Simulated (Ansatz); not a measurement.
# Pt2C: the cost of one run

Program: Ansatz 0.2.0. Level of theory: DFT PBE, scalar-relativistic, plane waves, PAW. These are calculated values, not measurements.

## (1) The structure to begin with

It takes space group F-43m (No. 216, cubic). The conventional cell has a = 9.705 Å, b = 9.705 Å, c = 9.705 Å, α = 90.00°, β = 90.00°, γ = 90.00°. Pt (site symmetry 3m) has 2 C at 1.75 to 2.45 Å as nearest neighbours. C (site symmetry -43m) is surrounded by 4 Pt at 1.75 Å. C (site symmetry -43m) has 4 Pt at 2.45 Å as nearest neighbours.

Coordinates:

```cif
data_structure
_symmetry_space_group_name_H-M 'F-43m'
_symmetry_Int_Tables_number 216
_cell_length_a 9.7046
_cell_length_b 9.7046
_cell_length_c 9.7046
_cell_angle_alpha 90.000
_cell_angle_beta 90.000
_cell_angle_gamma 90.000
_cell_volume 913.96
loop_
_atom_site_label
_atom_site_type_symbol
_atom_site_symmetry_multiplicity
_atom_site_Wyckoff_symbol
_atom_site_fract_x
_atom_site_fract_y
_atom_site_fract_z
_atom_site_occupancy
Pt1 Pt 16 e 0.14582 0.35418 0.85418 1
C1 C 4 d 0.25000 0.25000 0.75000 1
C2 C 4 b 0.50000 0.00000 0.00000 1
```

A structure generator made this guess: 4-connected net, bridging atoms on its edges, bridges bent (F-43m, No. 216). The dimensions are guesses.

## (2) Probe: one point on a coarse mesh

input.yaml reads:

```yaml
crystal:
  lattice:
    - [0.0, 4.8522826, 4.8522826]
    - [4.8522826, 0.0, 4.8522826]
    - [4.8522826, 4.8522826, 0.0]
  atoms:
    - { symbol: Pt, position: [0.35417757, 0.93746728, 0.35417757] }
    - { symbol: Pt, position: [0.35417757, 0.35417757, 0.35417757] }
    - { symbol: Pt, position: [0.93746728, 0.35417757, 0.35417757] }
    - { symbol: Pt, position: [0.35417757, 0.35417757, 0.93746728] }
    - { symbol: C, position: [0.25, 0.25, 0.25] }
    - { symbol: C, position: [0.5, 0.5, 0.5] }
basis:
  ecutwfc: 420
kpoints:
  mp_grid: { grid: [4, 4, 4] }
hamiltonian:
  xc: pbe
scf:
  occupations: { method: gaussian, width: 0.1 }
  lower_state_search: "off"
output:
  forces: true
  stress: true
  eigenvalues: true
```

The run is started by

```sh
$ ansatz run input.yaml --threads 1 --pin off --max-ram 2560MiB --backend cpu --events-out ev --progress --plain --runs-dir out
```

Q: Estimate wall time and peak memory on 1 thread of Arm Neoverse V1, shared host.

About 6.1 s, with a peak of 0.41 GiB.
